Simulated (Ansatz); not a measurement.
**Cl2H3N2V: how energies converge with the basis set**

An exercise on one series of results from a longer session: the logs are not shown, and one member is left open.

The runs use Ansatz 0.2.0, Gaussian basis; one geometry, several basis sets.

Plan: PBE0-D4/def2-SVP; ωB97M-V/def2-SVP; PBE0-D4/def2-QZVPP; ωB97M-V/def2-QZVPP; the functionals' def2-TZVPP values are taken from earlier runs.

## The geometry

All runs share one geometry, relaxed beforehand with PBE0-D4 in a triple-zeta def2 set.

8 atoms, charge 0, spin multiplicity 1.

Atoms are counted from 1 here; the program's logs count them from 0.

Bond lengths: N1–V2 1.595 Å, N1–H6 1.013 Å, V2–N3 1.798 Å, V2–Cl4 2.166 Å, V2–Cl5 2.166 Å, N3–H7 1.007 Å, N3–H8 1.013 Å. Angles: V2–N1–H6 169.0°, N1–V2–N3 103.8°, N1–V2–Cl4 110.1°, N1–V2–Cl5 110.1°, N3–V2–Cl4 110.6°, N3–V2–Cl5 110.6°, Cl4–V2–Cl5 111.3°, V2–N3–H7 127.5°, V2–N3–H8 120.0°, H7–N3–H8 112.5°.

Set-up of the first run:

in.yaml reads:

```yaml
crystal:
  periodic: [false, false, false]
  atoms:
    - {symbol: N, position_ang: [-0.797322, 1.036531, 0.808182]}
    - {symbol: V, position_ang: [-0.133092, 0.288338, -0.433420]}
    - {symbol: N, position_ang: [0.714868, -1.110362, 0.312775]}
    - {symbol: Cl, position_ang: [-1.668664, -0.391232, -1.801841]}
    - {symbol: Cl, position_ang: [1.280195, 1.598225, -1.422941]}
    - {symbol: H, position_ang: [-1.285807, 1.635838, 1.462020]}
    - {symbol: H, position_ang: [0.753613, -1.353834, 1.289540]}
    - {symbol: H, position_ang: [1.228407, -1.760605, -0.270314]}
basis:
  gaussian: {orbitals: def2-SVP}
hamiltonian: {xc: pbe0, dispersion: d4}
output: {orbitals: {seedname: orbitals}}
```

Launch:

```sh
$ ansatz run in.yaml --threads 4 --pin off --events-out ev --progress --plain --max-ram 10444MiB
```

Steps of the session up to this table: PBE0-D4 in def2-SVP; ωB97M-V in def2-SVP; PBE0-D4 in def2-QZVPP; ωB97M-V in def2-QZVPP.

One of the session's tables, all rows but one given; the rest of the session is left out.

It belongs to the step «Functionals by basis». 

```
functional       basis  HOMO (eV)  LUMO (eV)
   PBE0-D4    def2-SVP          ?          ?
   PBE0-D4  def2-TZVPP      -8.23      -2.90
   PBE0-D4  def2-QZVPP      -8.27      -2.94
   ωB97M-V    def2-SVP     -10.15      -0.51
   ωB97M-V  def2-TZVPP     -10.42      -0.72
   ωB97M-V  def2-QZVPP     -10.47      -0.79
```

Estimate the missing values for PBE0-D4, def2-SVP.

As computed: HOMO (eV): -8.01; LUMO (eV): -2.75. In the column «HOMO (eV)» it is the highest.
